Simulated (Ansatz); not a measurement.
# CH₇GaN₂O: how energies converge with the basis set

The task here is to estimate one member of a computed series from the others.

Method: one geometry, several basis sets; program: Ansatz 0.2.0, Gaussian basis.

Plan: PBE0-D4/def2-SVP; ωB97M-V/def2-SVP; PBE0-D4/def2-QZVPP; ωB97M-V/def2-QZVPP; the functionals' def2-TZVPP values are taken from earlier runs.

### The relaxed structure

All runs share one geometry, relaxed beforehand with PBE0-D4 in a triple-zeta def2 set.

SMILES `C[O][Ga]([NH2])[NH2]`, 12 atoms, charge 0, spin multiplicity 1.

Atoms are counted from 1 here; the program's logs count them from 0.

Bond lengths: C1–O2 1.401 Å, C1–H6 1.095 Å, C1–H7 1.099 Å, C1–H8 1.099 Å, O2–Ga3 1.787 Å, Ga3–N4 1.818 Å, Ga3–N5 1.813 Å, N4–H9 1.006 Å, N4–H10 1.006 Å, N5–H11 1.006 Å, N5–H12 1.007 Å. Angles: O2–C1–H6 108.8°, O2–C1–H7 112.4°, O2–C1–H8 112.8°, H6–C1–H7 107.4°, H6–C1–H8 107.4°, H7–C1–H8 107.7°, C1–O2–Ga3 121.9°, O2–Ga3–N4 119.1°, O2–Ga3–N5 115.7°, N4–Ga3–N5 125.1°, Ga3–N4–H9 121.4°, Ga3–N4–H10 120.3°, H9–N4–H10 110.9°, Ga3–N5–H11 121.0°, Ga3–N5–H12 118.7°, H11–N5–H12 111.0°.

The first run:

The input, in.yaml:

```yaml
crystal:
  periodic: [false, false, false]
  atoms:
    - {symbol: C, position_ang: [-1.355449, 0.312254, 1.574594]}
    - {symbol: O, position_ang: [-1.032601, -0.596460, 0.558463]}
    - {symbol: Ga, position_ang: [0.331220, -0.316457, -0.561265]}
    - {symbol: N, position_ang: [1.267299, 1.237422, -0.444880]}
    - {symbol: N, position_ang: [0.663279, -1.648477, -1.745088]}
    - {symbol: H, position_ang: [-2.283440, -0.012314, 2.056019]}
    - {symbol: H, position_ang: [-0.581301, 0.363180, 2.353082]}
    - {symbol: H, position_ang: [-1.519129, 1.331654, 1.197935]}
    - {symbol: H, position_ang: [2.166113, 1.341875, -0.884718]}
    - {symbol: H, position_ang: [1.202666, 1.808348, 0.381247]}
    - {symbol: H, position_ang: [1.187643, -1.475092, -2.586030]}
    - {symbol: H, position_ang: [-0.046300, -2.345942, -1.899338]}
basis:
  gaussian: {orbitals: def2-SVP}
hamiltonian: {xc: pbe0, dispersion: d4}
output: {orbitals: {seedname: orbitals}}
```

On the command line:

```bash
ansatz run in.yaml --threads 4 --pin off --events-out ev --progress --plain --max-ram 10444MiB
```

Steps of the session up to this table: PBE0-D4 in def2-SVP; ωB97M-V in def2-SVP; PBE0-D4 in def2-QZVPP; ωB97M-V in def2-QZVPP.

One of the session's tables, all rows but one given; the rest of the session is left out.

It belongs to the step «Functionals by basis». 

| functional | basis | HOMO (eV) | LUMO (eV) |
| --- | --- | --- | --- |
| PBE0-D4 | def2-SVP | -6.79 | 0.32 |
| PBE0-D4 | def2-TZVPP | -7.08 | -0.04 |
| PBE0-D4 | def2-QZVPP | -7.16 | -0.29 |
| ωB97M-V | def2-SVP | -9.17 | 2.01 |
| ωB97M-V | def2-TZVPP | -9.47 | 1.54 |
| ωB97M-V | def2-QZVPP | ? | ? |

**Question.** Estimate the row for ωB97M-V, def2-QZVPP.

As computed: HOMO (eV): -9.55; LUMO (eV): 1.11. In the column «HOMO (eV)» it is the lowest.
